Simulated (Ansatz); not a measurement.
# AlFGeH₆Si: one species, many methods

One table from this session's results is given with a row withheld; the runs are named, their logs left out.

Method: functionals in def2-TZVPP, the program's frozen cores in correlated methods; program: Ansatz 0.2.0, Gaussian basis.

Levels to be run: PBE-D4, r2SCAN-D4, PBE0-D4, B3LYP-D4, ωB97X-V, ωB97M-V, B2PLYP; CCSD(T)/def2-TZVPP; MP2/def2-QZVPP; extrapolation to the limit.

**The relaxed structure**

All runs share one geometry, relaxed beforehand with PBE0-D4 in a triple-zeta def2 set.

10 atoms, charge 0, spin multiplicity 1.

Atoms are counted from 1 here; the program's logs count them from 0.

Bond lengths: F1–Si2 1.612 Å, Si2–Al3 2.466 Å, Si2–H5 1.492 Å, Si2–H6 1.492 Å, Al3–Ge4 2.481 Å, Al3–H7 1.588 Å, Ge4–H8 1.541 Å, Ge4–H9 1.542 Å, Ge4–H10 1.543 Å. Angles: F1–Si2–Al3 112.8°, F1–Si2–H5 107.1°, F1–Si2–H6 107.1°, Al3–Si2–H5 111.4°, Al3–Si2–H6 111.5°, H5–Si2–H6 106.7°, Si2–Al3–Ge4 118.2°, Si2–Al3–H7 122.1°, Ge4–Al3–H7 119.7°, Al3–Ge4–H8 113.2°, Al3–Ge4–H9 111.9°, Al3–Ge4–H10 110.9°, H8–Ge4–H9 107.1°, H8–Ge4–H10 106.8°, H9–Ge4–H10 106.6°.

The first run:

The input, in.yaml:

```yaml
crystal:
  periodic: [false, false, false]
  atoms:
    - {symbol: F, position_ang: [-0.756963, 2.885798, 1.811863]}
    - {symbol: Si, position_ang: [-0.204775, 2.049660, 0.548808]}
    - {symbol: Al, position_ang: [-0.412648, -0.388607, 0.852679]}
    - {symbol: Ge, position_ang: [0.413496, -1.869241, -0.958885]}
    - {symbol: H, position_ang: [-0.961218, 2.515624, -0.650002]}
    - {symbol: H, position_ang: [1.216230, 2.455245, 0.342233]}
    - {symbol: H, position_ang: [-1.043983, -1.024779, 2.164050]}
    - {symbol: H, position_ang: [0.843565, -1.099763, -2.222829]}
    - {symbol: H, position_ang: [-0.651359, -2.896088, -1.394109]}
    - {symbol: H, position_ang: [1.640655, -2.679150, -0.490810]}
basis:
  gaussian: {orbitals: def2-TZVPP}
hamiltonian: {xc: pbe, dispersion: d4}
output: {forces: true, orbitals: {seedname: orbitals}}
```

Run with:

```bash
ansatz run in.yaml --threads 4 --pin off --events-out ev --progress --plain --max-ram 10444MiB
```

Among the steps run: PBE-D4 (GGA); r2SCAN-D4 (meta-GGA); PBE0-D4 (hybrid); B3LYP-D4 (hybrid); ωB97X-V (range-separated); ωB97M-V (range-separated); B2PLYP (double hybrid); CCSD(T) in def2-TZVPP; MP2 in def2-QZVPP.

One of the session's tables, all rows but one given; the rest of the session is left out.

```
            method  atomisation energy (kJ/mol)
            PBE-D4                       2766.7
         r2SCAN-D4                       2807.5
           PBE0-D4                       2752.1
          B3LYP-D4                       2782.7
           ωB97X-V                            ?
           ωB97M-V                       2785.5
            B2PLYP                       2754.5
     HF/def2-TZVPP                       2107.7
    MP2/def2-TZVPP                       2737.7
   CCSD/def2-TZVPP                       2724.9
CCSD(T)/def2-TZVPP                       2752.2
           MP2/CBS                       2806.2
       CCSD(T)/CBS                       2820.7
```

Estimate the missing values for ωB97X-V.

**Answer.** atomisation energy (kJ/mol): 2829.1. In the column «atomisation energy (kJ/mol)» it is the highest.

Caveats from the session: Free atoms (1 F, 1 Si, 1 Al, 1 Ge, 6 H) were run apart at each level; the atomisation energy is their sum less the molecule, without zero-point or spin-orbit terms.
